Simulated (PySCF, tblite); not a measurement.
# C6H7FSi: geometry, infrared bands and NMR shifts

Aim: predict the infrared bands and NMR shifts of C6H7FSi (`F[C@]1(C#C[SiH3])C=CC1`).

Programs: tblite 0.8.0 and PySCF 2.14.0, with density-fitted response routines of our own. Each step states its level of theory. These are calculated values for one molecule in the gas phase, unless marked as measured. Atoms are numbered from 0 throughout.

## (1) Starting geometry

15 atoms, charge 0, multiplicity 1; geometry from: force field or distance geometry start.

Bonds of the start (Å): F0–C1 1.40, C1–C2 1.48, C2–C3 1.18, C3–Si4 1.81, C1–C5 1.45, C5–C6 1.29, C6–C7 1.46, C7–C1 1.47, Si4–H8 1.47, Si4–H9 1.47, Si4–H10 1.50, C5–H11 1.10, C6–H12 1.10, C7–H13 1.13, C7–H14 1.12.

## (2) Geometry optimisation with GFN2-xTB

The job: settings as JSON, then the geometry in Å.

```
{"job": {"kind": "relax", "xc": "GFN2-xTB", "basis": "xTB"}, "charge": 0, "multiplicity": 1}
F     -1.024400    -0.845200     2.014500
C     -0.919100    -0.269100     0.739000
C      0.491500    -0.161900     0.308800
C      1.615400    -0.047200    -0.047100
Si     3.356300     0.091900    -0.528900
C     -1.688100     0.963700     0.683600
C     -2.510300     0.499500    -0.192100
C     -1.858900    -0.804800    -0.250600
H      3.624100     1.477600    -0.943900
H      4.249300    -0.287900     0.575500
H      3.565100    -0.845900    -1.675500
H     -1.584500     1.928100     1.203400
H     -3.391800     0.924700    -0.690100
H     -1.439300    -0.947300    -1.292600
H     -2.489600    -1.668300     0.074100
```

On the command line:

```sh
OMP_NUM_THREADS=1 python probes_run.py task.json out
```

The driver reads the jobs from task.json and runs them one after another.

**Question.** This job is followed by: GFN2-xTB harmonic vibrations, gas phase; GIAO PBE0/pcSseg-1 NMR shielding, non-relativistic, gas phase. What will the session give for the following? strongest single infrared mode (GFN2-xTB); zero-point energy (GFN2-xTB); 13C shifts against TMS (PBE0/pcSseg-1); 1H shifts against TMS (PBE0/pcSseg-1, means over atoms taken as alike); 19F shifts against CFCl3 (PBE0/pcSseg-1); 29Si shifts against TMS (PBE0/pcSseg-1).

The runs gave:

```
                                                              quantity                                      value
                             strongest single infrared mode (GFN2-xTB)                       779 cm⁻¹, 412 km/mol
                                          zero-point energy (GFN2-xTB)                              62.8 kcal/mol
                                13C shifts against TMS (PBE0/pcSseg-1)  151.5, 148.6, 113.9, 89.0, 88.6, 49.5 ppm
1H shifts against TMS (PBE0/pcSseg-1, means over atoms taken as alike)           6.72, 6.48, 4.27, 3.14, 3.02 ppm
                              19F shifts against CFCl3 (PBE0/pcSseg-1)                                 -168.7 ppm
                               29Si shifts against TMS (PBE0/pcSseg-1)                                  -98.3 ppm
```

The optimisation took 43 steps and gained 0.494 eV; among the close pairs (by a distance rule), C1–C7 changed most, from 1.466 to 1.561 Å. The lowest mode is imaginary (38i cm⁻¹), so the xTB geometry is not a minimum. GFN2-xTB is a fitted tight-binding method: band positions and strengths are rough. Its intensities can rank the bands wrongly. At PBE0/pcSseg-1: Shielding is most anisotropic at C2 (span 307 ppm, paramagnetic term -197 ppm).
